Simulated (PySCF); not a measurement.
**CrH₂: relaxation and vibrations of the triplet**

Where does triplet CrH₂ go from a linear start, is the end point a minimum, and what are its modes, charges and moments?

Computed with PySCF 2.14.0. Level: PBE0, basis Cr def2-TZVP, H def2-TZVP, no relativity, density fitting.

### Step 1. The starting structure

3 atoms, charge 0, spin multiplicity 3.

Bond lengths: Cr1–H2 1.540 Å, Cr1–H3 1.540 Å. Angles: H2–Cr1–H3 180.0°.

```xyz
3
charge 0 multiplicity 3
Cr    0.0000    0.0000    0.0000
H     0.0000    0.0000    1.5400
H     0.0000    0.0000   -1.5400
```

### Step 2. Relaxation: linear start, triplet

The steps below are one call of a driver around PySCF. For each, scf.py gives the equivalent set-up of the SCF; relaxations use the driver's own optimiser. Before each start the driver seeks the lowest SCF state from one or more starting densities and follows internal instabilities, so scf.py alone need not reach the same state.

The program finds D∞h symmetry in the start, which this walk keeps. Threshold on the gradient: 0.0003 Eh/bohr, with a further test on the energy change.

File scf.py:

```python
from pyscf import gto, scf, dft
mol = gto.M(atom='''
Cr     0.000000     0.000000     0.000000
H      0.000000     0.000000     1.540000
H      0.000000     0.000000    -1.540000''',
    basis={'Cr': 'def2-TZVP', 'H': 'def2-TZVP'},
    charge=0, spin=2)
mf = dft.UKS(mol, xc='PBE0')
mf.grids.atom_grid = (50, 194)
aux = {'Cr': 'def2-universal-JKFIT', 'H': 'def2-universal-JKFIT'}
mf = mf.density_fit(auxbasis=aux)
mf.kernel()
```

The runs that follow: Frequencies.

Q: Predict the outcome of this session. Wanted: minimum; geometry; wavenumbers; dipole moment; highest occupied, lowest empty level; polar-tensor charge of Cr1; zero-point energy; atomisation energy; ⟨S²⟩.

As calculated:

| quantity | value |
| --- | --- |
| minimum | broken-symmetry (Ms = 1), D∞h |
| geometry | Cr–H 1.717 Å (×2); H–Cr–H 180.0° |
| wavenumbers (cm⁻¹) | 381 (πu), 1496 (σu+), 1711 (σg+) |
| dipole moment | 0.00 D |
| highest occupied, lowest empty level (either spin) | -6.61, -3.30 eV |
| polar-tensor charge of Cr1 | +1.12 e |
| zero-point energy | 23.7 kJ/mol |
| entropy at 298.15 K | 214.7 J/(mol K) |
| atomisation energy (no zero-point energy) | 214 kJ/mol |
| ⟨S²⟩ | 3.006 |

In words: The molecule stays D∞h, as typed, and the end point is a minimum. The determinant is spin-contaminated (⟨S²⟩ = 3.01 against 2.00), so it is no pure spin state. The strongest infrared band lies at 1496 cm⁻¹ (σu+, stretch). Cr1 has a polar-tensor charge of +1.1 e (a dipole derivative, not a static charge), yet symmetry cancels the bond dipoles. Other starts or spin states, not run here, may lie lower. One determinant may miss the lowest occupation of an open d or f shell.
